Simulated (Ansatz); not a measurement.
Molecular dynamics of Ba$_{13}$Sr$_{4}$

Input file:

```yaml
accuracy: low
crystal:
  lattice:
    - [10.025642, 0.0, 0.0]
    - [0.0, 10.025642, 0.0]
    - [0.0, 0.0, 20.519232]
  atoms:
    - { symbol: Ba, position: [0.23902753, 0.78566328, 0.38184051] }
    - { symbol: Ba, position: [0.25300461, 0.23790678, 0.37907705] }
    - { symbol: Ba, position: [0.5, 0.0, 0.0487348] }
    - { symbol: Sr, position: [0.0, 0.0, 0.0487348] }
    - { symbol: Ba, position: [0.23250591, 0.26593492, 0.17226152] }
    - { symbol: Ba, position: [0.25555578, 0.75596362, 0.1680074] }
    - { symbol: Ba, position: [0.47565281, 0.51633516, 0.28776212] }
    - { symbol: Sr, position: [-0.00985965, 0.50333764, 0.27428136] }
    - { symbol: Ba, position: [0.76709557, 0.74530374, 0.16889295] }
    - { symbol: Ba, position: [0.7151425, 0.2451965, 0.19868448] }
    - { symbol: Ba, position: [0.00335242, 0.00240155, 0.25142408] }
    - { symbol: Sr, position: [0.50561388, -0.04123744, 0.27822385] }
    - { symbol: Ba, position: [0.77905906, 0.21988113, 0.40057177] }
    - { symbol: Ba, position: [0.8009342, 0.75379071, 0.38555266] }
    - { symbol: Ba, position: [0.0, 0.5, 0.0487348] }
    - { symbol: Sr, position: [0.5, 0.5, 0.0487348] }
    - { symbol: Ba, position: [0.46835838, 0.47305235, 0.49844472] }
basis:
  ecutwfc: 420.0
kpoints:
  mp_grid: { grid: [2, 2, 1] }
hamiltonian:
  xc: pbesol
scf:
  occupations: { method: fermi_dirac, width: 0.05 }
  lower_state_search: "off"
  convergence: { dr2_threshold: 0.01 }
  max_iter: 95
md:
  timestep: 3
  n_steps: 200
  ensemble: nvt_nose_hoover
  temperature: 1000.0
  initial_velocities: maxwell_boltzmann
  seed: 5353
  nose_hoover: { tau: 200.0, chain_length: 3 }
  constraints: [{ sites: [2, 3, 14, 15] }]
```

Run as:

```bash
$ ansatz run input.yaml --threads 4 --pin off --max-ram 10240MiB --backend cpu --events-out ev --progress --plain --runs-dir out
```

It goes on from the last frame of an earlier run, with new velocities.

Output, in part (step lines):

```
md step     0: t =     0.00 fs  T =  1000.0 K  F+E_penalty+E_count = -90176.62430726 eV  E_kin = 1.680380 eV  conserved = -90174.94392728 eV  (6 SCF iters)
md step     1: t =     3.00 fs  T =   999.2 K  F+E_penalty+E_count = -90176.62218255 eV  E_kin = 1.679032 eV  conserved = -90174.94315084 eV  (2 SCF iters)
md step     2: t =     6.00 fs  T =   996.8 K  F+E_penalty+E_count = -90176.61965767 eV  E_kin = 1.675058 eV  conserved = -90174.94460037 eV  (2 SCF iters)
md step     3: t =     9.00 fs  T =   993.1 K  F+E_penalty+E_count = -90176.61326967 eV  E_kin = 1.668845 eV  conserved = -90174.94442859 eV  (2 SCF iters)
md step     4: t =    12.00 fs  T =   988.2 K  F+E_penalty+E_count = -90176.60549247 eV  E_kin = 1.660490 eV  conserved = -90174.94501519 eV  (2 SCF iters)
md step     5: t =    15.00 fs  T =   981.8 K  F+E_penalty+E_count = -90176.59444764 eV  E_kin = 1.649825 eV  conserved = -90174.94465256 eV  (2 SCF iters)
md step     6: t =    18.00 fs  T =   974.5 K  F+E_penalty+E_count = -90176.58084167 eV  E_kin = 1.637509 eV  conserved = -90174.94339427 eV  (2 SCF iters)
md step     7: t =    21.00 fs  T =   966.1 K  F+E_penalty+E_count = -90176.56817654 eV  E_kin = 1.623450 eV  conserved = -90174.94483742 eV  (3 SCF iters)
[... lines left out ...]
md step   199: t =   597.00 fs  T =   891.8 K  F+E_penalty+E_count = -90175.12794489 eV  E_kin = 1.498617 eV  conserved = -90174.94588076 eV  (4 SCF iters)
md step   200: t =   600.00 fs  T =   920.6 K  F+E_penalty+E_count = -90175.16914845 eV  E_kin = 1.546941 eV  conserved = -90174.94578918 eV  (2 SCF iters)
```

The steps, from the saved trajectory:

```csv
time (fs),T (K),potential energy less start (eV),conserved less start (meV/atom)
0.0,1000,0.000,0.00
18.0,974,0.043,0.03
36.0,909,0.154,-0.02
54.0,823,0.300,-0.05
72.0,741,0.446,-0.03
90.0,683,0.554,-0.04
108.0,662,0.605,-0.04
126.0,683,0.594,-0.05
144.0,738,0.535,-0.05
162.0,812,0.454,-0.09
180.0,887,0.384,-0.11
198.0,942,0.358,-0.08
216.0,962,0.403,0.15
234.0,939,0.518,0.04
252.0,878,0.697,-0.08
270.0,798,0.907,-0.06
288.0,733,1.090,0.00
306.0,720,1.184,-0.04
324.0,776,1.163,-0.04
342.0,894,1.045,-0.02
360.0,1039,0.885,0.00
378.0,1174,0.740,0.14
396.0,1270,0.645,0.05
414.0,1308,0.630,0.07
432.0,1282,0.705,0.04
450.0,1191,0.874,0.04
468.0,1048,1.119,-0.04
486.0,880,1.408,0.15
504.0,721,1.680,0.07
522.0,607,1.878,-0.01
540.0,564,1.964,0.01
558.0,600,1.921,-0.03
576.0,707,1.766,0.01
594.0,864,1.544,0.29
```

All steps were run. The conserved energy stayed within 0.36 meV per atom of its start (net change -0.11 meV per atom), so the integration is sound. A run of 0.6 ps of so small a system gives no equilibrium averages. The SCF threshold is loose, so the forces are noisy. Limits of this set-up: coarse k mesh, thin slab, slab without dipole correction, low accuracy level.

Mean squared displacements from the first frame to the last: Ba 0.85 Å², Sr 0.49 Å².

Last frame:

```xyz
17
Lattice="10.0256 0.0000 0.0000 0.0000 10.0256 0.0000 0.0000 0.0000 20.5192" Properties=species:S:1:pos:R:3
Ba 1.500 6.742 8.477
Ba 2.257 2.688 9.071
Ba 5.013 0.000 1.000
Sr 0.000 0.000 1.000
Ba 1.916 2.944 3.716
Ba 2.111 7.457 4.032
Ba 4.251 4.888 6.226
Sr -0.605 4.345 6.582
Ba 8.133 7.239 4.204
Ba 7.306 2.656 3.841
Ba -0.192 0.238 6.246
Sr 5.051 -0.385 6.249
Ba 6.939 2.864 8.768
Ba 7.813 7.587 7.974
Ba 0.000 5.013 1.000
Sr 5.013 5.013 1.000
Ba 4.782 5.776 11.000
```

Run time: 48 min on 4 threads of Arm Neoverse N1, with other jobs on the host, peak memory 4.9 GiB.
